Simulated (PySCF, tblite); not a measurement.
# C5H6F2: dynamics, then NMR shifts on frames, part 1 of 2

Aim: move C5H6F2 (`C=CC(=C)C(F)F`) away from its starting geometry and see how NMR shifts follow the geometry.

Programs: tblite 0.8.0 and PySCF 2.14.0, with density-fitted response routines of our own. Each step states its level of theory. These are calculated values for one molecule in the gas phase, unless marked as measured. Atoms count from 0, in the outputs and in this text.

### 1 The starting structure

13 atoms, charge 0, multiplicity 1; geometry from: GFN2-xTB.

Bonds of the start (Å): C0–C1 1.33, C1–C2 1.46, C2–C3 1.33, C2–C4 1.51, C4–F5 1.35, C4–F6 1.36, C0–H7 1.08, C0–H8 1.08, C1–H9 1.08, C3–H10 1.08, C3–H11 1.08, C4–H12 1.10.

### 2 Thermal motion with GFN2-xTB

The job: settings as JSON, then the geometry in Å.

```
{"job": {"kind": "md", "xc": "GFN2-xTB", "basis": "xTB", "temperature": 300, "steps": 2000, "every": 50, "frames": 5}, "charge": 0, "multiplicity": 1}
C      1.815397     0.830076     0.074261
C      1.135971    -0.225153     0.508290
C     -0.303543    -0.418787     0.412744
C     -0.914633    -1.482987     0.930147
C     -1.096850     0.648938    -0.303205
F     -2.399536     0.308981    -0.444538
F     -1.092734     1.818949     0.390925
H      1.347686     1.675780    -0.399309
H      2.882998     0.889565     0.196827
H      1.659750    -1.037785     0.993708
H     -0.356572    -2.250789     1.437258
H     -1.979623    -1.618169     0.860332
H     -0.702699     0.861867    -1.310944
```

Level: GFN2-xTB Langevin dynamics, gas phase.

Launch:

```sh
OMP_NUM_THREADS=1 python probes_run.py task.json out
```

The driver reads the jobs from task.json and runs them one after another.

Log:

```text
t/fs     T/K      E/eV
    0.0   250.0   -630.47949
   25.0   179.0   -630.18560
   50.0   249.5   -630.24218
   75.0   244.9   -630.21804
  100.0   245.4   -630.09600
  125.0   250.0   -630.04579
  150.0   268.3   -630.10422
  175.0   244.9   -630.06388
  200.0   300.0   -630.17350
  225.0   334.7   -630.16411
  250.0   293.6   -629.96241
  275.0   328.2   -629.91723
  300.0   423.6   -630.15937
  325.0   234.6   -629.97051
  350.0   284.9   -629.97576
  375.0   256.0   -629.85969
  400.0   213.8   -630.05173
  425.0   232.0   -629.96421
  450.0   283.7   -630.04184
  475.0   386.3   -630.01854
  500.0   336.5   -629.94707
  525.0   446.1   -630.16366
  550.0   241.9   -629.96211
  575.0   334.3   -630.13820
  600.0   322.1   -630.11321
  625.0   238.0   -630.02027
  650.0   237.8   -630.06958
  675.0   227.4   -630.21495
  700.0   193.4   -629.95998
  725.0   400.4   -630.12348
  750.0   284.7   -630.05216
  775.0   274.9   -630.01547
  800.0   266.4   -630.02495
  825.0   317.3   -630.05108
  850.0   195.1   -629.84295
  875.0   348.4   -630.18442
  900.0   260.5   -629.97186
  925.0   311.1   -629.91889
  950.0   333.9   -630.08955
  975.0   248.6   -629.96786
 1000.0   262.4   -629.94456
```

Run time: 8.9 s. Hardware: 1 thread of Arm Neoverse V1, shared host; peak memory 0.18 GiB.

Distance from the start (root mean square after alignment): 0 fs 0.00 Å, 200 fs 0.18 Å, 400 fs 0.40 Å, 600 fs 0.43 Å, 800 fs 0.47 Å, 1000 fs 0.40 Å.

Positions (Å) and forces (eV/Å) at 1000 fs:

```xyz
13

C     0.790   -0.872    0.649    0.556   -1.076   -0.754
C    -0.390   -1.093    1.212    0.537    0.308    0.247
C    -1.655   -0.481    0.972    0.482    0.117   -2.010
C    -2.603   -0.378    1.869   -2.116    0.953    0.464
C    -1.794    0.150   -0.427    0.870   -0.718    0.535
F    -2.998   -0.168   -0.974    0.507    0.120   -0.179
F    -1.793    1.479   -0.207    0.058    0.554   -0.722
H     1.041   -0.392   -0.298   -0.297    0.065    0.586
H     1.554   -1.524    1.059    0.401    0.568   -0.207
H    -0.320   -1.633    2.118   -0.294   -0.657    0.820
H    -2.547   -0.869    2.817    0.137    0.024    0.282
H    -3.519    0.252    1.704    0.998   -0.921    0.026
H    -0.893   -0.160   -1.129   -1.838    0.664    0.912
```

### 3 NMR shieldings: 250 fs, PBE0/pcSseg-1

The job: settings as JSON, then the geometry in Å.

```
{"job": {"kind": "nmr", "xc": "PBE0", "basis": "pcSseg-1", "pop": false}, "charge": 0, "multiplicity": 1}
C      1.610300     0.468100     0.390900
C      0.697100    -0.160300     1.147400
C     -0.671900    -0.405200     0.695500
C     -1.429600    -1.277000     1.377600
C     -1.215000     0.390100    -0.439700
F     -2.428300     0.110300    -0.906100
F     -1.265800     1.613500     0.147100
H      1.243300     1.117800    -0.408800
H      2.670600     0.428900     0.677600
H      1.011400    -0.715000     2.004400
H     -1.113600    -1.717400     2.324300
H     -2.521900    -1.357100     1.135700
H     -0.498200     0.560300    -1.336100
```

With the program's defaults for keys left out, this is: GIAO PBE0/pcSseg-1 NMR shielding, non-relativistic, gas phase.

Log:

```text
coarse grid: 11328 points
cycle   1  E = -393.1583847603  dE =  9.207e-01  |g| = 6.948e-01  |ddm| = 3.217e+00
cycle   2  E = -393.0966164135  dE =  6.177e-02  |g| = 9.646e-01  |ddm| = 1.027e+00
cycle   3  E = -393.2436010850  dE = -1.470e-01  |g| = 7.590e-02  |ddm| = 6.189e-01
cycle   4  E = -393.2446044017  dE = -1.003e-03  |g| = 3.687e-02  |ddm| = 9.627e-02
cycle   5  E = -393.2449000583  dE = -2.957e-04  |g| = 1.416e-02  |ddm| = 3.986e-02
cycle   6  E = -393.2449486438  dE = -4.859e-05  |g| = 2.870e-03  |ddm| = 1.290e-02
cycle   7  E = -393.2449504188  dE = -1.775e-06  |g| = 9.058e-04  |ddm| = 2.915e-03
final grid: 111480 points
cycle   8  E = -393.2993301138  dE = -3.534e-05  |g| = 6.710e-03  |ddm| = 3.173e-02
cycle   9  E = -393.2993258496  dE =  4.264e-06  |g| = 8.460e-03  |ddm| = 1.254e-02
cycle  10  E = -393.2993406885  dE = -1.484e-05  |g| = 1.257e-03  |ddm| = 6.931e-03
cycle  11  E = -393.2993410112  dE = -3.227e-07  |g| = 2.744e-04  |ddm| = 1.050e-03
cycle  12  E = -393.2993410263  dE = -1.505e-08  |g| = 1.441e-04  |ddm| = 3.026e-04
cycle  13  E = -393.2993410307  dE = -4.474e-09  |g| = 1.961e-05  |ddm| = 1.201e-04
cycle  14  E = -393.2993410308  dE = -6.685e-11  |g| = 1.088e-05  |ddm| = 2.450e-05
converged SCF energy = -393.2993410308

GIAO shielding tensors (ppm)
atom      isotropic    diamagn.    paramagn.     s11        s22        s33       span
  0 C       58.185     256.239    -198.055    -60.759     67.598    167.715    228.474
  1 C       36.620     254.176    -217.555    -84.702     51.592    142.971    227.672
  2 C       35.119     263.179    -228.060    -86.694     40.738    151.313    238.007
  3 C       61.287     249.990    -188.703    -38.383     61.868    160.377    198.760
  4 C       70.602     240.561    -169.959     53.575     69.738     88.493     34.918
  5 F      336.044     469.851    -133.807    238.004    344.393    425.734    187.729
  6 F      288.000     474.891    -186.891    194.430    311.892    357.679    163.249
  7 H       25.211      31.895      -6.684     22.126     23.452     30.054      7.928
  8 H       25.383      28.680      -3.297     23.009     24.586     28.555      5.546
  9 H       24.972      32.686      -7.714     22.486     23.673     28.758      6.273
 10 H       25.807      29.702      -3.895     23.588     24.933     28.900      5.312
 11 H       25.298      28.245      -2.947     22.930     23.401     29.563      6.633
 12 H       23.810      28.486      -4.676     19.807     24.066     27.556      7.749
```

Wall time 14 s (1 thread of Arm Neoverse V1, shared host); peak memory 0.72 GiB.

The references, computed at this level on geometries of the same kind, shield at (ppm): 1H TMS 31.72, 13C TMS 186.9, 19F CFCl3 170.9. Their shielding less the atom's gives the shift. The references are single molecules in the gas phase, so shifts against H2O, NH3, PH3, H3PO4 or CFCl3 are not on the usual liquid scales and can be off by tens of ppm. Each atom is listed at this fixed geometry, with no averaging over motion; a spectrum would average atoms that exchange fast.

| atoms | environment | σ (ppm) | δ (ppm) |
| --- | --- | --- | --- |
| C2 | fully substituted alkene carbon | 35.1 | 151.8 |
| C1 | alkene CH | 36.6 | 150.3 |
| C0 | terminal =CH2 carbon | 58.2 | 128.7 |
| C3 | terminal =CH2 carbon | 61.3 | 125.6 |
| C4 | allylic sp3 CH bonded to 2 F | 70.6 | 116.3 |
| H12 | hydrogen on an allylic sp3 CH bonded to 2 F | 23.81 | 7.91 |
| H9 | hydrogen on an alkene CH | 24.97 | 6.74 |
| H7 | hydrogen on a terminal =CH2 carbon | 25.21 | 6.51 |
| H11 | hydrogen on a terminal =CH2 carbon | 25.30 | 6.42 |
| H8 | hydrogen on a terminal =CH2 carbon | 25.38 | 6.33 |
| H10 | hydrogen on a terminal =CH2 carbon | 25.81 | 5.91 |
| F6 | fluorine of a CF2 group | 288.0 | -117.1 |
| F5 | fluorine of a CF2 group | 336.0 | -165.1 |

### 4 Shielding tensors: 425 fs, PBE0/pcSseg-1

The job: settings as JSON, then the geometry in Å.

```
{"job": {"kind": "nmr", "xc": "PBE0", "basis": "pcSseg-1", "pop": false}, "charge": 0, "multiplicity": 1}
C      1.427600    -0.148600     0.612300
C      0.446400    -0.291400     1.461500
C     -0.933900    -0.528800     1.168300
C     -1.762000    -1.182100     1.992500
C     -1.473600     0.101400    -0.100200
F     -2.877500     0.012000    -0.195000
F     -1.248900     1.440800    -0.228800
H      1.388800    -0.253200    -0.448000
H      2.545800    -0.063000     0.912500
H      0.660900    -0.144000     2.543700
H     -1.302500    -1.684100     2.872200
H     -2.718000    -1.508200     1.614900
H     -1.190800    -0.427900    -1.063200
```

With the program's defaults for keys left out, this is: GIAO PBE0/pcSseg-1 NMR shielding, non-relativistic, gas phase.

Log:

```text
coarse grid: 11328 points
cycle   1  E = -393.1436563154  dE =  8.387e-01  |g| = 7.283e-01  |ddm| = 3.197e+00
cycle   2  E = -393.0477953920  dE =  9.586e-02  |g| = 1.091e+00  |ddm| = 1.178e+00
cycle   3  E = -393.2386478923  dE = -1.909e-01  |g| = 9.334e-02  |ddm| = 7.408e-01
cycle   4  E = -393.2402274233  dE = -1.580e-03  |g| = 4.878e-02  |ddm| = 1.240e-01
cycle   5  E = -393.2407628894  dE = -5.355e-04  |g| = 1.668e-02  |ddm| = 5.163e-02
cycle   6  E = -393.2408292566  dE = -6.637e-05  |g| = 2.411e-03  |ddm| = 1.423e-02
cycle   7  E = -393.2408305810  dE = -1.324e-06  |g| = 6.928e-04  |ddm| = 2.830e-03
final grid: 111480 points
cycle   8  E = -393.2967640278  dE = -3.627e-05  |g| = 7.189e-03  |ddm| = 2.981e-02
cycle   9  E = -393.2967574116  dE =  6.616e-06  |g| = 9.722e-03  |ddm| = 1.369e-02
cycle  10  E = -393.2967756754  dE = -1.826e-05  |g| = 1.257e-03  |ddm| = 7.679e-03
cycle  11  E = -393.2967759776  dE = -3.021e-07  |g| = 3.255e-04  |ddm| = 1.083e-03
cycle  12  E = -393.2967759979  dE = -2.036e-08  |g| = 1.530e-04  |ddm| = 3.382e-04
cycle  13  E = -393.2967760033  dE = -5.380e-09  |g| = 2.325e-05  |ddm| = 1.403e-04
cycle  14  E = -393.2967760034  dE = -1.021e-10  |g| = 1.120e-05  |ddm| = 2.724e-05
converged SCF energy = -393.2967760034

GIAO shielding tensors (ppm)
atom      isotropic    diamagn.    paramagn.     s11        s22        s33       span
  0 C       62.773     255.957    -193.184    -33.686     55.178    166.828    200.514
  1 C       50.972     254.013    -203.041    -54.546     58.511    148.951    203.497
  2 C       34.379     263.125    -228.747    -80.939     44.259    139.817    220.756
  3 C       56.367     250.078    -193.711    -52.479     57.978    163.601    216.080
  4 C       59.154     238.288    -179.135     35.980     54.941     86.540     50.559
  5 F      298.587     470.580    -171.993    166.233    359.133    370.395    204.162
  6 F      294.105     474.473    -180.368    188.082    325.109    369.125    181.044
  7 H       26.424      33.298      -6.874     24.110     25.296     29.867      5.757
  8 H       25.005      27.114      -2.110     23.188     24.460     27.365      4.177
  9 H       24.534      29.735      -5.201     22.205     24.393     27.004      4.798
 10 H       25.401      28.309      -2.909     22.683     24.576     28.943      6.260
 11 H       25.422      29.156      -3.734     22.162     24.072     30.032      7.870
 12 H       24.028      28.656      -4.628     20.765     23.999     27.319      6.554
```

Wall time 14 s (1 thread of Arm Neoverse V1, shared host); peak memory 0.73 GiB.

In short: δ C2 152.5, C1 136.0, C3 130.6, C4 127.8, H12 7.69, H9 7.18 ppm.

(Continued in part 2 of 2.)
